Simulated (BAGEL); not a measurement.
# GaSiH4OF (SMILES [F][GaH][O][SiH3]), step by step

Wanted: a single-point energy (HF/6-31G*), then a single-point energy (NEVPT2(2,2)/6-31G*), then a single-point energy (CASPT2(2,2)/6-31G*) of GaSiH4OF. 

The calculation is run with BAGEL 1.2.2.

2 further runs of the same task are left out: 2 set aside as unsound or not needed.

## (1) The system as given

GaSiH4OF: 8 atoms, total charge 0, spin state singlet. SMILES: `[F][GaH][O][SiH3]`. The Si4–H8 distance was set to 2.008 Å, away from the relaxed value. At this shape a bond of the SMILES string is far longer than usual.

Bond lengths: F1–Ga2 1.751 Å, Ga2–O3 1.763 Å, O3–Si4 1.639 Å, Ga2–H5 1.537 Å, Si4–H6 1.485 Å, Si4–H7 1.487 Å. Angles: F1–Ga2–O3 113.0°, Ga2–O3–Si4 138.2°, F1–Ga2–H5 121.9°, O3–Ga2–H5 125.1°, O3–Si4–H6 108.0°, O3–Si4–H7 111.0°, H6–Si4–H7 109.1°. A long bond or contact: Si4–H8 2.008 Å.

## (2) A single-point energy at HF/6-31G(d) (density fitting with svp-jkfit, spherical functions) (run 1)

Contents of hf.json:

```json
{ "bagel": [

{
  "title": "molecule",
  "basis": "6-31gs.json",
  "df_basis": "svp-jkfit",
  "angstrom": true,
  "geometry": [
    { "atom": "F", "xyz": [       1.271666,       1.191306,       1.703438 ] },
    { "atom": "Ga", "xyz": [       1.738466,       0.939506,       0.034738 ] },
    { "atom": "O", "xyz": [       0.736766,      -0.255894,      -0.786762 ] },
    { "atom": "Si", "xyz": [      -0.538234,      -1.226494,      -0.441862 ] },
    { "atom": "H", "xyz": [       2.907666,       1.703506,      -0.605862 ] },
    { "atom": "H", "xyz": [      -0.872934,      -1.997894,      -1.665962 ] },
    { "atom": "H", "xyz": [      -0.204034,      -2.174994,       0.654138 ] },
    { "atom": "H", "xyz": [      -2.137300,      -0.143800,       0.108800 ] }
  ]
},

{
  "title": "hf"
},

{
  "title": "print",
  "file": "orbitals.molden",
  "orbitals": true
}

]}
```

The basis set 6-31G* is read from a file made from the Basis Set Exchange's data (not shown).

The run is started by

```
$ BAGEL_NUM_THREADS=1 BAGEL hf.json > hf.out
```

Standard output:

```text
* using 1 threads per process

  ===============================================================
  ===============================================================

  *** Geometry ***

  { "atom" : "F", "xyz" : [      2.403100,      2.251242,      3.219031 ] },
  { "atom" : "Ga", "xyz" : [      3.285225,      1.775409,      0.065645 ] },
  { "atom" : "O", "xyz" : [      1.392286,     -0.483570,     -1.486765 ] },
  { "atom" : "Si", "xyz" : [     -1.017115,     -2.317738,     -0.834998 ] },
  { "atom" : "H", "xyz" : [      5.494692,      3.219160,     -1.144913 ] },
  { "atom" : "H", "xyz" : [     -1.649606,     -3.775472,     -3.148212 ] },
  { "atom" : "H", "xyz" : [     -0.385568,     -4.110143,      1.236142 ] },
  { "atom" : "H", "xyz" : [     -4.038912,     -0.271743,      0.205602 ] },

  Number of auxiliary basis functions:      620

  Since a DF basis is specified, we compute 2- and 3-index integrals:
    o Being stored without compression. Storage requirement is 0.037 GB

  Number of basis functions:       86
  Number of electrons      :       66

    * METHOD: MOLECULE                             0.47

  *** RHF ***

  === Nuclear Repulsion ===
   348.5554479779

      * DIIS with orbital gradients will be used.

  === RHF iteration (6-31gs.json) ===
      0      -2388.24177985          0.02336343           0.13
      1      -2388.40137288          0.01782545           0.12
      2      -2388.55638389          0.00124229           0.12
      3      -2388.55774477          0.00053407           0.12
      4      -2388.55790590          0.00009939           0.12
      5      -2388.55791457          0.00002094           0.12
      6      -2388.55791500          0.00001076           0.12
      7      -2388.55791510          0.00000312           0.12
      8      -2388.55791511          0.00000102           0.12
      9      -2388.55791512          0.00000036           0.12
     10      -2388.55791512          0.00000018           0.12
     11      -2388.55791512          0.00000005           0.12
     12      -2388.55791512          0.00000003           0.12
     13      -2388.55791512          0.00000001           0.12
     14      -2388.55791512          0.00000000           0.12
    * SCF iteration converged.

    * Permanent dipole moment:
           (   -0.878259,     0.023682,     0.622958) a.u.

    * METHOD: HF                                   2.14

    * METHOD: PRINT                                0.02

  ===============================================================
```

It took 2.8 s on 1 thread of Arm Neoverse V1, shared host; peak memory 0.17 GiB.

## (3) The energy at NEVPT2(2,2)/6-31G(d) (density fitting with svp-jkfit, spherical functions) (run 2)

Contents of calc.json:

```json
{ "bagel" : [

{
  "title" : "molecule",
  "basis" : "6-31gs.json",
  "df_basis" : "svp-jkfit",
  "angstrom" : "true",
  "geometry" : [
    { "atom" : "F", "xyz" : [       1.271666,       1.191306,       1.703438 ] },
    { "atom" : "Ga", "xyz" : [       1.738466,       0.939506,       0.034738 ] },
    { "atom" : "O", "xyz" : [       0.736766,      -0.255894,      -0.786762 ] },
    { "atom" : "Si", "xyz" : [      -0.538234,      -1.226494,      -0.441862 ] },
    { "atom" : "H", "xyz" : [       2.907666,       1.703506,      -0.605862 ] },
    { "atom" : "H", "xyz" : [      -0.872934,      -1.997894,      -1.665962 ] },
    { "atom" : "H", "xyz" : [      -0.204034,      -2.174994,       0.654138 ] },
    { "atom" : "H", "xyz" : [      -2.137300,      -0.143800,       0.108800 ] }
  ]
},

{
  "title" : "hf"
},

{
  "title" : "nevpt2",
  "nstate" : 1,
  "nact" : 2,
  "nclosed" : 32,
  "active" : [33, 38],
  "maxiter" : 200,
  "natocc" : "true",
  "ncore" : 16
},

{
  "title" : "print",
  "file" : "orbitals.molden",
  "orbitals" : "true"
}

]}
```

The basis set 6-31G* is read from a file made from the Basis Set Exchange's data (not shown).

The run is started by

```
$ BAGEL_NUM_THREADS=1 BAGEL calc.json > calc.out
```

Standard output:

```text
* using 1 threads per process

  ===============================================================
  ===============================================================

  *** Geometry ***

  { "atom" : "F", "xyz" : [      2.403100,      2.251242,      3.219031 ] },
  { "atom" : "Ga", "xyz" : [      3.285225,      1.775409,      0.065645 ] },
  { "atom" : "O", "xyz" : [      1.392286,     -0.483570,     -1.486765 ] },
[... 4 lines of this table left out ...]
  { "atom" : "H", "xyz" : [     -4.038912,     -0.271743,      0.205602 ] },

  Number of auxiliary basis functions:      620

  Since a DF basis is specified, we compute 2- and 3-index integrals:
    o Being stored without compression. Storage requirement is 0.037 GB

[... 18 lines left out ...]
    * SCF iteration converged.
[... 1 line left out ...]
    * Permanent dipole moment:
[... 28 lines left out ...]
    * Second-order optimization converged. *

     guess   0:   closed 1.                   open ..

  === FCI iteration ===

      0  0     -2388.55706999     7.06e-02      0.00
      1  0     -2388.58299691     2.49e-03      0.00
      2  0 *   -2388.58304448     1.38e-15      0.00

     * ci vector, state   0, <S^2> = 0.0000
       2.     0.9834950572
       .2    -0.1809349949

  === DF-NEVPT2 calculation ===

    * 3-index integral transformation done
    * assembly done

      NEVPT2 correlation energy:   -0.6536738844      0.20

          (+0)     -0.6301470066
          (+0)'    -0.0034930832
          (+1)     -0.0080904186
          (+1)'    -0.0000000000
          (+2)     -0.0002494284
          (-1)     -0.0097710997
          (-1)'     0.0000000000
          (-2)     -0.0019228479

      NEVPT2 total energy:       -2389.2367183647

    * METHOD: NEVPT2                               7.00

    * METHOD: PRINT                                0.02

  ===============================================================
```

Run time: 9.9 s. Hardware: 1 thread of Arm Neoverse V1, shared host; peak memory 0.17 GiB.

## (4) The energy at CASPT2(2,2)/6-31G(d) (density fitting with svp-jkfit, spherical functions) (run 3)

Contents of input.json:

```json
{ "bagel": [

{
  "title": "molecule",
  "basis": "6-31gs.json",
  "df_basis": "svp-jkfit",
  "angstrom": true,
  "geometry": [
    { "atom": "F", "xyz": [    1.271666,    1.191306,    1.703438 ] },
    { "atom": "Ga", "xyz": [    1.738466,    0.939506,    0.034738 ] },
    { "atom": "O", "xyz": [    0.736766,   -0.255894,   -0.786762 ] },
    { "atom": "Si", "xyz": [   -0.538234,   -1.226494,   -0.441862 ] },
    { "atom": "H", "xyz": [    2.907666,    1.703506,   -0.605862 ] },
    { "atom": "H", "xyz": [   -0.872934,   -1.997894,   -1.665962 ] },
    { "atom": "H", "xyz": [   -0.204034,   -2.174994,    0.654138 ] },
    { "atom": "H", "xyz": [   -2.137300,   -0.143800,    0.108800 ] }
  ]
},
{
  "title": "hf"
},
{
  "title": "casscf",
  "nstate": 1,
  "nact": 2,
  "nclosed": 32,
  "active": [33, 38],
  "maxiter": 200,
  "natocc": true
},
{
  "title": "print",
  "file": "orbitals.molden",
  "orbitals": true
},
{
  "title": "smith",
  "method": "caspt2",
  "ms": true,
  "xms": true,
  "sssr": true,
  "shift": 0.2,
  "shift_imag": true,
  "ncore": 16
}

]}
```

The basis set 6-31G* is read from a file made from the Basis Set Exchange's data (not shown).

The run is started by

```
$ BAGEL_NUM_THREADS=1 BAGEL input.json > input.out
```

Standard output:

```text
* using 1 threads per process

  ===============================================================
  ===============================================================

  *** Geometry ***

  { "atom" : "F", "xyz" : [      2.403100,      2.251242,      3.219031 ] },
  { "atom" : "Ga", "xyz" : [      3.285225,      1.775409,      0.065645 ] },
  { "atom" : "O", "xyz" : [      1.392286,     -0.483570,     -1.486765 ] },
[... 4 lines of this table left out ...]
  { "atom" : "H", "xyz" : [     -4.038912,     -0.271743,      0.205602 ] },

  Number of auxiliary basis functions:      620

  Since a DF basis is specified, we compute 2- and 3-index integrals:
    o Being stored without compression. Storage requirement is 0.037 GB

[... 18 lines left out ...]
    * SCF iteration converged.
[... 1 line left out ...]
    * Permanent dipole moment:
[... 27 lines left out ...]
    * Second-order optimization converged. *
[... 9 lines left out ...]
     * ci vector, state   0, <S^2> = 0.0000
[... 16 lines left out ...]
    * Zeroth order energy : state  0       -0.7630931817
[... 4 lines left out ...]
       #      aibj      arbs      arbi      airj      risj      airs      arst      rist         Etot      error   time
[... 2 lines left out ...]
       0  -0.62883  -0.00240  -0.01004  -0.00881  -0.00038  -0.00310  -0.00000  -0.00000   -0.6535501  0.0007084   0.11
       1  -0.62892  -0.00242  -0.01006  -0.00896  -0.00040  -0.00317   0.00000  -0.00000   -0.6539266  0.0001237   0.09
       2  -0.62892  -0.00242  -0.01006  -0.00896  -0.00040  -0.00317  -0.00000  -0.00000   -0.6539360  0.0000238   0.09
       3  -0.62892  -0.00242  -0.01007  -0.00896  -0.00040  -0.00317  -0.00000  -0.00000   -0.6539363  0.0000048   0.10
       4  -0.62892  -0.00242  -0.01007  -0.00896  -0.00040  -0.00317   0.00000  -0.00000   -0.6539363  0.0000007   0.10

      ------------------------------------------------------------------------------------------------------------------

    * CASPT2 energy : state  0    -2389.2392671345
        w/o shift correction      -2389.2369808203
        reference weight              0.8549237918

    * METHOD: SMITH                                0.83

  ===============================================================
```

Wall time 11 s (1 thread of Arm Neoverse V1, shared host); peak memory 0.23 GiB.

## (5) What came out

```
                               quantity           value
         run 1, HF/6-31G*: total energy  -2388.55792 Eh
        run 1, HF/6-31G*: dipole moment          2.74 D
          run 1, HF/6-31G*: HOMO energy       -10.70 eV
          run 1, HF/6-31G*: LUMO energy         1.42 eV
        run 1, HF/6-31G*: HOMO–LUMO gap        12.12 eV
run 2, NEVPT2(2,2)/6-31G*: total energy  -2389.23672 Eh
run 3, CASPT2(2,2)/6-31G*: total energy  -2389.23927 Eh
```
